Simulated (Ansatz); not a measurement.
Ir, space group P6_3/mmc: a check of PAW against all-electron LAPW, run with Ansatz 0.2.0, Python API.

`ir_paw_lapw.py`:
```python
'''Checking the PAW result for Ir with LAPW.'''

import ansatz as az
import numpy as np


def count_gap(report):
    # lowest empty less highest filled band, counting bands; zero where they overlap
    return max(report.get('gap_by_band_count_ev') or 0.0, 0.0)

cell = (
    az.Lattice.of((2.751378, 0.0, 0.0), (-1.375689, 2.382763, 0.0), (0.0, 0.0, 4.46229))
    .atom('Ir', (2 / 3, 1 / 3, 0.75))
    .atom('Ir', (1 / 3, 2 / 3, 0.25))
)

calculation = (
    cell.calculation()
    .functional('pbesol')
    .kpoints(12, 12, 7)
    .occupations('fermi_dirac', width=100 * az.meV)
    .stress()
    .forces()
    .band_table()
)
variants = {
    'PAW': calculation.pseudopotentials('paw'),
    'LAPW': calculation.pseudopotentials('all_electron', lapw=True),
}
# totals differ by the cores that each treatment holds, so compare what does not depend on them
rows = []
for label, variant in variants.items():
    summary = variant.run(threads=1, pin='off').report
    levels = np.array(summary['eigenvalues_ev'][0]) - summary['fermi_energy_ev']
    print(label, 'levels at the first k-point near E_F:', np.round(levels[np.abs(levels) < 5], 3))
    rows.append((label, summary['n_electrons'], np.trace(summary['stress_gpa']) / 3, count_gap(summary)))
for row in rows:
    print('; '.join(f'{name} = {round(v, 4) if isinstance(v, float) else v}' for name, v in zip(['treatment', 'electrons in bands', 'P GPa', 'gap by band count eV'], row)))
```

How well do the two treatments of the cores agree on the pressure?

PAW gives -12.338 GPa and LAPW -12.368 GPa, 0.030 GPa apart. They took 3.4 and 73.8 s of processor time.

What the script printed:

`python ir_paw_lapw.py` gives:
```text
DeckWarning: basis.ecutwfc = 420 eV, auto-derived from the records' recommended cutoffs: set by Ir (normal level)
PAW levels at the first k-point near E_F: [-3.784 -3.682 -3.682 -3.054 -3.054 -2.283 -2.283 -0.805  0.26   0.26 ]
LAPW levels at the first k-point near E_F: [-3.782 -3.68  -3.68  -3.052 -3.052 -2.282 -2.282 -0.807  0.26   0.26 ]
treatment = PAW; electrons in bands = 34.0; P GPa = -12.338; gap by band count eV = 0.0
treatment = LAPW; electrons in bands = 82.0; P GPa = -12.3682; gap by band count eV = 0.0
```
(Warnings from the package without file and line.)

Absolute energies stand on the zero of these potentials, so only differences at equal settings mean something. A total without «per atom» is that of the cell as typed. The computed bands are complete only to about 5.9 eV above the Fermi level. For a metal this k-point mesh is coarse: on a finer one energies can move by several to tens of meV an atom and pressures by half a GPa or more, differences at one mesh by less. A gap by band count of zero or less means overlapping bands, a metal. At these settings the cell as given stands under about -12 GPa, so it isn't at this functional's equilibrium volume. This isn't the structure that Ir takes at ambient conditions. Levels are Kohn-Sham eigenvalues on this mesh, without spin-orbit coupling. Pressure is positive in compression; the treatments may keep other shells as core, so totals and counts of electrons can differ. Run time: 79 s on 1 thread of Arm Neoverse N1, with other jobs on the host, peak memory 0.68 GiB.
